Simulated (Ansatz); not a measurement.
# BH3Br (doublet): the correlation ladder at distance B1–H4 along a hydrogen transfer = 1.554 Å, cc-pVDZ

How much of the correlation energy of BH3Br (doublet) does each wave-function method recover here?

Program: Ansatz 0.2.0, Gaussian basis. Level of theory: cc-pVDZ, core rule «outside noble gas», up to 15 orbitals frozen. These are calculated values, not measurements.

Plan: UHF; CCSD(T) on ROHF; CCSD(T) on UHF; BCCD(T) on ROHF; CISD; CCSDT(Q) on ROHF; CCSDT(Q) on UHF; CASSCF and MRCISD+Q, 3 electrons in 3 orbitals; CASSCF and NEVPT2, 3 electrons in 3 orbitals.

16 further runs of the same task are left out: 9 for a known fault of the program, 1 for a mislabelled method, 6 that didn't finish.

## (1) The geometry

The geometry derives from fragments relaxed apart (PBE0/def2-TZVP) and kept rigid, so it is no stationary point. A hydrogen atom is moved between rigid fragments. No spin-orbit coupling is included. The filled d shell of Br may be among the frozen orbitals whatever the setting's name suggests; the logs give the count.

5 atoms, charge 0, spin multiplicity 2.

Atoms are counted from 1 here; the program's logs count them from 0.

Bond lengths: B1–H2 1.193 Å, B1–H3 1.193 Å, H4–Br5 1.530 Å. Angles: H2–B1–H3 120.0°.

## (2) UHF

Input file in.yaml:

```yaml
crystal:
  periodic: [false, false, false]
  atoms:
    - {symbol: B, position_ang: [-2.632712, 0.000000, 0.000000]}
    - {symbol: H, position_ang: [-3.229445, 1.033571, 0.000000]}
    - {symbol: H, position_ang: [-3.229445, -1.033571, 0.000000]}
    - {symbol: H, position_ang: [-1.078712, 0.000000, 0.000000]}
    - {symbol: Br, position_ang: [0.451288, 0.000000, 0.000000]}
basis:
  gaussian: {orbitals: cc-pVDZ}
magnetization: {spin_polarized: true, initial_magnetization: 1}
hamiltonian: {xc: hf}
output: {orbitals: {seedname: orbitals}}
```

Started as:

```sh
> ansatz run in.yaml --threads 1 --pin off --events-out ev --progress --plain --max-ram 2393MiB
```

Further steps of the session: CCSD(T) on ROHF; CCSD(T) on UHF; BCCD(T) on ROHF; CISD; CCSDT(Q) on ROHF; CCSDT(Q) on UHF; CASSCF and MRCISD+Q, 3 electrons in 3 orbitals; CASSCF and NEVPT2, 3 electrons in 3 orbitals.

Before running them: what should the planned runs give, taken together? Wanted: UCCSDT(Q) below the RHF energy; RMP2 from UCCSDT(Q); UMP2 from UCCSDT(Q); RCCSD from UCCSDT(Q); RCCSD(T) from UCCSDT(Q); UCCSD(T) from UCCSDT(Q); RCCSDT(Q) from UCCSDT(Q); NEVPT2 pair from UCCSDT(Q); MRCISD+Q pair from UCCSDT(Q).

The runs gave:

| quantity | value |
| --- | --- |
| UCCSDT(Q) below the RHF energy | -6.7765 eV |
| RMP2 from UCCSDT(Q) | +1066.9 meV |
| UMP2 from UCCSDT(Q) | +1105.5 meV |
| RCCSD from UCCSDT(Q) | +153.6 meV |
| RCCSD(T) from UCCSDT(Q) | +29.7 meV |
| UCCSD(T) from UCCSDT(Q) | +29.8 meV |
| RCCSDT(Q) from UCCSDT(Q) | +0.8 meV |
| NEVPT2 pair from UCCSDT(Q) | +1048.8 meV |
| MRCISD+Q pair from UCCSDT(Q) | +37.5 meV |
| levels within 1 kcal/mol (43 meV) | RCCSD(T), UCCSD(T), BCCD(T), RCCSDT, UCCSDT, RCCSDT(Q), MRCISD+Q pair |
| T1 diagnostic | 0.019 |

What this shows: RCCSD(T) misses by +29.7 meV, 0.4 % of the correlation energy. Of the multireference levels listed MRCISD+Q pair comes nearest in total energy (+37.5 meV), which doesn't show that its space is the better one. These misses are within one basis, not against nature; the frozen cores of restricted and unrestricted runs differ, which can shift their rows.
